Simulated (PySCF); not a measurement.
# The bond of LiTe, level by level

The task here is to estimate one member of a computed series from the others.

The runs use PySCF 2.14.0; Li def2-SVP, Te def2-SVP with ECP28, scalar-relativistic core potentials.

The first run:

The job is set up so:

```yaml
atoms: Li, Te
charge: 0
basis: Li def2-SVP, Te def2-SVP with ECP28
Hamiltonian: scalar-relativistic core potentials
basis_functions: 35
electrons_treated: 27
masses_in_u: 7.0160, 129.9062
levels: PBE0, PBE, r²SCAN, revPBE, r²SCAN0, B3LYP, HF, MP2, SCS-MP2, CCSD, CCSD(T)
grid: 80 radial by 434 angular points
occupations: held fixed by the projection of orbital angular momentum
dissociation_limit: Li + Te, each in its ground configuration
starting_distance_in_angstrom: 2.605
values_of_2S_to_try: 1, 3
```

The run is started by

```bash
> OMP_NUM_THREADS=1 python dia.py task.json out
```

Among the steps run: The job; First curve: PBE0; Excited determinants; PBE (GGA); r²SCAN (meta-GGA); revPBE (GGA); r²SCAN0; B3LYP; UHF; Correlated methods on the Hartree–Fock reference.

One of the session's tables, all rows but one given; the rest of the session is left out.

Energy (eV) from each level's lowest point:

| R (Å) | UHF | UHF-MP2 | UHF-SCS-MP2 | UHF-CCSD | UHF-CCSD(T) |
| --- | --- | --- | --- | --- | --- |
| 2.136 | 0.566 | 0.553 | 0.556 | n/a | n/a |
| 2.236 | 0.271 | 0.264 | 0.267 | 0.265 | 0.266 |
| 2.335 | 0.099 | 0.096 | 0.097 | 0.096 | 0.097 |
| 2.409 | 0.030 | 0.028 | 0.029 | 0.029 | 0.029 |
| 2.484 | 0.000 | 0.000 | 0.000 | 0.000 | 0.000 |
| 2.558 | 0.002 | 0.002 | 0.002 | 0.002 | 0.001 |
| 2.658 | 0.041 | 0.042 | 0.040 | 0.040 | 0.039 |
| 2.782 | ? | ? | ? | ? | ? |
| 2.931 | 0.284 | 0.282 | 0.277 | 0.275 | 0.272 |
| 3.130 | 0.523 | 0.519 | 0.511 | n/a | n/a |

Q: Estimate the row for R (Å) = 2.782 from the others.

Worked estimate for «UHF». A straight line through the neighbours (2.658, 0.041) and (2.931, 0.284) gives 0.041 + (0.284 − 0.041) × (2.782 − 2.658) / (2.931 − 2.658) = 0.151; a parabola fitted to 4 rows on both sides gives 0.138.

**Answer.** UHF: 0.133; UHF-MP2: 0.133; UHF-SCS-MP2: 0.130; UHF-CCSD: 0.129; UHF-CCSD(T): 0.127. In «UHF» the line misses by +0.018 and the parabola by +0.005.

State 2 has its PBE0 minimum 0.81 eV higher. State 3 has its PBE0 minimum 2.44 eV higher. The other levels ran on the lowest alone.
